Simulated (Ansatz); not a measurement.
# CH3BrGe: ladder of basis sets in Python

Computed with Ansatz 0.2.0 through its Python package. The levels of theory stand in the script.

## Step 1: The structure

Bond lengths: C1–Ge2 1.898 Å, Ge2–Br3 2.306 Å, C1–H4 1.165 Å, C1–H5 1.161 Å, C1–H6 1.092 Å. Angles: C1–Ge2–Br3 107.4°, Ge2–C1–H4 110.7°, Ge2–C1–H5 110.1°, Ge2–C1–H6 113.4°, H4–C1–H5 107.1°, H4–C1–H6 110.6°, H5–C1–H6 104.6°.

No structure file is read: the coordinates are typed or built in the script.

## Step 2: Script

The input, basis.py:

```python
# -*- coding: utf-8 -*-
"""How the energy of CH3BrGe converges with the basis."""

import ansatz as az

geometry = (
    az.Crystal.molecule()
    .atom("C", [-0.4216, 0.3776, -0.2863])
    .atom("Ge", [0.2265, -0.3962, 1.3214])
    .atom("Br", [1.97, -1.797, 0.7598])
    .atom("H", [0.4051, 1.021, -0.7953])
    .atom("H", [-1.3131, 1.0857, -0.0569])
    .atom("H", [-0.8248, -0.3551, -0.9889])
)

calculation = geometry.calculation().functional("HF").accuracy("medium")

energies = {}
for basis in ["cc-pVDZ", "cc-pVTZ"]:
    summary = calculation.basis(gaussian=basis).run().report
    size = summary["n_frozen"] + summary["n_occupied"][0] + summary["n_virtual"][0]
    energies[basis] = (summary["reference_energy_ev"] / 27.211386246, summary["free_energy_ev"] / 27.211386246)
    print(f"{basis:14s} {size:4d} orbitals  reference {energies[basis][0]:14.6f} Ha  total {energies[basis][1]:14.6f} Ha")

last = energies["cc-pVTZ"][1]
for basis, (_, total) in energies.items():
    print(f"{basis:14s} lies {27.211386 * (total - last):9.4f} eV above cc-pVTZ")
```

## Step 3: The calls as engine input

The engine receives this input (first run):

```yaml
crystal:
  periodic: [false, false, false]
  atoms:
    - { symbol: C, position_ang: [-0.4216, 0.3776, -0.2863] }
    - { symbol: Ge, position_ang: [0.2265, -0.3962, 1.3214] }
    - { symbol: Br, position_ang: [1.97, -1.797, 0.7598] }
    - { symbol: H, position_ang: [0.4051, 1.021, -0.7953] }
    - { symbol: H, position_ang: [-1.3131, 1.0857, -0.0569] }
    - { symbol: H, position_ang: [-0.8248, -0.3551, -0.9889] }
accuracy: medium
basis:
  gaussian:
    orbitals: cc-pVDZ
hamiltonian:
  xc: hf
```

## Step 4: The run

Run with:

```sh
$ python basis.py
```

What time and memory should one allow on 1 thread of Arm Neoverse V2, shared host?

About 4.8 s, with a peak of 0.38 GiB.
